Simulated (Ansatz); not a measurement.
# Ir: squeezing one contact

One table from this session's results is given with a row withheld; the runs are named, their logs left out.

Computed with Ansatz 0.2.0 (DFT, PBEsol, PAW with Ansatz's default frozen-core files, scalar-relativistic, unless a step's input says otherwise).

2 further runs of the same task are left out: 2 that didn't finish. Runs told in other sessions of the task aren't counted.

## The system as given

The structure is hexagonal, space group P6_3/mmc (No. 194). The conventional cell has a = 2.745 Å, b = 2.745 Å, c = 4.447 Å, α = 90.00°, β = 90.00°, γ = 120.00°. Ir (site symmetry -6m2) has 12 Ir at 2.73 to 2.74 Å in its first shell of neighbours.

As a file:

```cif
data_structure
_symmetry_space_group_name_H-M 'P6_3/mmc'
_symmetry_Int_Tables_number 194
_cell_length_a 2.7449
_cell_length_b 2.7449
_cell_length_c 4.4467
_cell_angle_alpha 90.000
_cell_angle_beta 90.000
_cell_angle_gamma 120.000
_cell_volume 29.01
loop_
_atom_site_label
_atom_site_type_symbol
_atom_site_symmetry_multiplicity
_atom_site_Wyckoff_symbol
_atom_site_fract_x
_atom_site_fract_y
_atom_site_fract_z
_atom_site_occupancy
Ir1 Ir 2 c 0.33333 0.66667 0.25000 1
```

The file gives the conventional cell by its symmetry; the runs use the cell typed in the input.

Atoms are numbered in the order of the input: Ir1, Ir2.

Set-up of the first run:

Input file input.yaml:

```yaml
crystal:
  lattice:
    - [2.7448628762, 0.0, 0.0]
    - [-1.3724314381, 2.3771209807, 0.0]
    - [0.0, 0.0, 4.4466778595]
  atoms:
    - { symbol: Ir, position: [0.3333333333, 0.6666666667, 0.25] }
    - { symbol: Ir, position: [0.6666666667, 0.3333333333, 0.75] }
kpoints:
  mp_grid: { grid: [13, 13, 7] }
scf:
  occupations: { method: fermi_dirac, width: 0.05 }
hamiltonian:
  xc: pbesol
  pseudopotentials: { kind: paw }
output:
  forces: true
  stress: true
  eigenvalues: true
  populations: true
  write_density: true
  write_potential: true
  elf: true
  volumetric_format: npy
```

Command:

```console
ansatz run input.yaml --threads 1 --pin off --max-ram 2048MiB --backend cpu --events-out ev --progress --plain --runs-dir out
```

Among the steps run: Shortest bond scaled by 1, PAW; Shortest bond scaled by 0.88, PAW; Shortest bond scaled by 0.82, PAW; Shortest bond scaled by 0.76, PAW; Shortest bond scaled by 0.7, PAW.

One of the session's tables, all rows but one given; the rest of the session is left out.

```
method  length (Å)  F from the given length (eV/cell)  force along the bond (eV/Å)  pressure (GPa)  largest force (eV/Å)
   PAW       1.911                              6.841                       27.809          124.08                28.250
   PAW       2.075                              3.399                       15.321           65.59                15.660
   PAW       2.239                                  ?                            ?               ?                     ?
   PAW       2.403                              0.570                        3.889            6.01                 4.046
   PAW       2.730                              0.000                        0.000           -9.68                 0.000
```

**Question.** Estimate the row for PAW, 2.239.

As computed: F from the given length (eV/cell): 1.523; force along the bond (eV/Å): 8.157; pressure (GPa): 28.42; largest force (eV/Å): 8.394. In the column «F from the given length (eV/cell)» it lies between PAW, 2.403 (0.570) and PAW, 2.075 (3.399).
